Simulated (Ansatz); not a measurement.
Predict the output of the script below (Ansatz 0.2.0, Python API).

The script reads `ch4bcl2o.xyz`:
```text
9

O    -1.08130    1.24990   -0.19140
B    -0.53350    0.04410    0.46110
Cl   -1.72100   -1.37440    0.27610
C     0.88850   -0.34580   -0.17600
Cl    2.07170    0.95300    0.11430
H    -1.27420    0.99620   -1.13030
H    -0.39420    0.26460    1.62420
H     1.26080   -1.28110    0.29150
H     0.78330   -0.50640   -1.26940
```

`run_methods.py`
```python
"""CH4BCl2O(-) at several levels of theory."""

from dataclasses import dataclass
from pathlib import Path
import warnings

import ansatz as az
import numpy as np


@dataclass(frozen=True)
class Settings:
    basis: str = "def2-SVP"
    charge: int = -1


cfg = Settings()

warnings.simplefilter("ignore", az.DeckWarning)

ch4bcl2o = az.Crystal.molecule_from_extxyz("ch4bcl2o.xyz")

model = (
    ch4bcl2o.calculation()
    .basis(gaussian=cfg.basis)
    .charge(cfg.charge)
)

print("functional    E (Ha)        dipole (D)   HOMO (eV)  LUMO (eV)")
for name in ["hf", "hse06", "r2scan", "cam_b3lyp", "b3lyp", "pbe0"]:
    summary = model.functional(name).forces().orbitals().run(threads=1, backend="cpu", runs_dir="runs").report
    lines = Path(summary["orbitals_path"]).read_text().splitlines()
    field_of = lambda key: [line.split("=")[1].strip() for line in lines if line.startswith(key)]
    orbitals = [(27.211386 * float(e), s, float(n)) for e, s, n in zip(field_of("Ene="), field_of("Spin="), field_of("Occup="))]
    homo = max(e for e, _, n in orbitals if n > 0.5)
    lumo = min(e for e, _, n in orbitals if n < 0.5)
    dipole = 4.803205 * np.linalg.norm(summary["charge_distribution"]["dipole_moment_e_ang"])
    print(f"{name:10s} {summary['free_energy_ev'] / 27.211386246:14.6f} {dipole:9.3f} {homo:11.3f} {lumo:10.3f}")
```

Output of `python run_methods.py`:
```text
functional    E (Ha)        dipole (D)   HOMO (eV)  LUMO (eV)
hf           -1058.450177     3.309      -5.293      9.359
hse06        -1060.233327     3.096      -1.327      5.849
r2scan       -1060.584923     3.063      -0.581      5.534
cam_b3lyp    -1060.677706     3.146      -3.092      7.238
b3lyp        -1060.749367     3.069      -1.427      5.958
pbe0         -1060.256562     3.102      -1.733      6.231
```

Total energies depend on the basis set; only differences at equal settings carry meaning. The geometry is a force-field or estimated start, not a minimum of this method, and the basis set is short of its limit. A lower total doesn't mark the better method: functionals have no common bound, and MP2 and coupled cluster aren't variational. An ion's dipole depends on the origin; the program takes it about the centre of nuclear charge. b3lyp holds the VWN-RPA fit, as in Gaussian; the form of ORCA and Turbomole is b3lyp5. Levels such as HOMO and LUMO are orbital energies: with these approximate functionals they aren't the ionisation energy and electron affinity, and their gap isn't the fundamental gap. hse06 follows the composition of plane-wave codes, whose totals differ by tens of mHa, up to about 0.1 Ha, from the form usual in Gaussian-basis programs (wpbeh). Anions want diffuse functions, which this basis lacks. It ran for 24 s on 1 thread of Arm Neoverse V2, on a shared host, peak memory 0.31 GiB.

(Lines on the test bed's own set-up are left out of the output.)
